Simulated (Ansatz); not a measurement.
This script drives Ansatz's Python interface.

`ga2ses.extxyz`
```text
8
Lattice="3.72719468 0.0 0.0 -1.86359734 3.22784528 0.0 0.0 0.0 16.273494" Properties=species:S:1:pos:R:3 pbc="T T T"
Ga   -0.00000002    2.15189686    5.25205863
Ga    1.86359736    1.07594842   11.02143537
Ga    1.86359736    1.07594842   13.49440434
Ga   -0.00000002    2.15189686    2.77908966
Se    1.86359736    1.07594842    6.46025165
Se   -0.00000002    2.15189686    9.81324235
S    -0.00000002    2.15189686   14.52640423
S     1.86359736    1.07594842    1.74708977
```

Script `ga2ses.py`:
```python
"""Band curvature masses of Ga2SeS."""

import warnings

import ansatz
import numpy as np

warnings.simplefilter("ignore", ansatz.DeckWarning)

ga2ses = ansatz.Crystal.from_extxyz("ga2ses.extxyz")

model = (
    ga2ses.calculation()
    .functional(ansatz.Functional.LDA)
    .pseudopotentials("paw")
    .kpoints(6, 6, 2)
    .occupations("fixed")
)
# find the band extrema among the mesh points first
outcome = model.band_table().run()
r = outcome.report
levels = np.array(r["eigenvalues_ev"])
filled = round(r["n_electrons"] / 2)
edges = {"top filled band": (filled - 1, levels[:, filled - 1].argmax()), "lowest empty band": (filled, levels[:, filled].argmin())}
gap = levels[:, filled].min() - levels[:, filled - 1].max()
print(f"gap on the mesh {gap:.3f} eV")
if gap <= 0.05:
    print("no gap: band-edge masses have no meaning here")
    edges = {}
reciprocal = 2 * np.pi * np.linalg.inv(outcome.lattice.cell_ang).T
step = 0.008  # 1/A

# second differences give the curvature tensor; masses are hbar^2/m_e = 7.61996 eV A^2 over its eigenvalues
# a slope that is not zero means that the extremum lies off this mesh point
pairs = [(0, 1), (0, 2), (1, 2)]
moves = [sign * axis for axis in np.eye(3) for sign in (-1, 1)]
moves += [s1 * np.eye(3)[i] + s2 * np.eye(3)[j] for i, j in pairs for s1 in (1, -1) for s2 in (1, -1)]
for name, (band, index) in edges.items():
    together = int(np.sum(np.abs(levels[index] - levels[index, band]) < 2e-3))
    print(name, "at k =", np.round(r["kpoints_frac"][index], 4), f"E = {levels[index, band]:.4f} eV, degeneracy {together}")
    centre = np.array(r["kpoints_frac"][index]) @ reciprocal
    points = [centre] + [centre + step * move for move in moves]
    table = model.band_structure(points, intervals=1, cartesian=True).run().band_structure().channels[0].eigenvalues_ev
    if together > 1:
        level = np.flatnonzero(np.abs(levels[index] - levels[index, band]) < 2e-3)
        along = (table[1, level] + table[2, level] - 2 * table[0, level]) / step ** 2
        print("  degenerate level, no single mass tensor; masses of its branches along x:", np.round(7.61996 / along, 3), "m_e")
        continue
    e = table[:, band]
    hessian = np.diag((e[1:7:2] + e[2:7:2] - 2 * e[0]) / step ** 2)
    for (i, j), (pp, pm, mp, mm) in zip(pairs, e[7:].reshape(3, 4)):
        hessian[i, j] = hessian[j, i] = (pp - pm - mp + mm) / (4 * step ** 2)
    curvatures, axes = np.linalg.eigh(hessian)
    slope = (e[2:7:2] - e[1:7:2]) / (2 * step)
    print("  slope (eV A):", np.round(slope, 3) + 0.0, "" if np.abs(slope).max() < 0.05 else "- no extremum here, so these are local curvatures and no band-edge masses")
    for curvature, axis in zip(curvatures, axes.T):
        print(f"  principal mass {7.61996 / curvature:8.3f} m_e along", np.round(axis, 2) + 0.0)
```

It is started by `python ga2ses.py`. How long does it take on 1 thread of Arm Neoverse V1 (shared host), and how much memory does it need?

It took about 37 s, with a peak of 0.54 GiB, for 3 runs of the engine.

Running `python ga2ses.py` prints:
```text
gap on the mesh 0.936 eV
top filled band at k = [0. 0. 0.] E = 5.7311 eV, degeneracy 1
  slope (eV A): [0. 0. 0.]
  principal mass   -0.118 m_e along [0. 0. 1.]
  principal mass   18.677 m_e along [1. 0. 0.]
  principal mass   16.957 m_e along [0. 1. 0.]
lowest empty band at k = [0. 0. 0.] E = 6.6670 eV, degeneracy 1
  slope (eV A): [0. 0. 0.]
  principal mass    0.156 m_e along [0. 0. 1.]
  principal mass    0.138 m_e along [-1.  0.  0.]
  principal mass    0.138 m_e along [ 0. -1.  0.]
```

What to keep in mind:
- Semilocal gaps usually lie well under measured ones.
- The computed bands are complete only to about 4.0 eV above the Fermi level.
- The structure comes from a database of computed cells and needn't be a stable or known phase.
- Levels are Kohn-Sham eigenvalues on this mesh, without spin-orbit coupling.
- The masses are finite-difference curvatures at extrema found on a coarse mesh, which needn't be the true band edges; a step that is long against the gap makes them too heavy. At a valence maximum the curvature is negative (the hole mass is its size); mixed signs mark a saddle. Spin-orbit coupling is left out, and light masses scale with the Kohn-Sham gap.
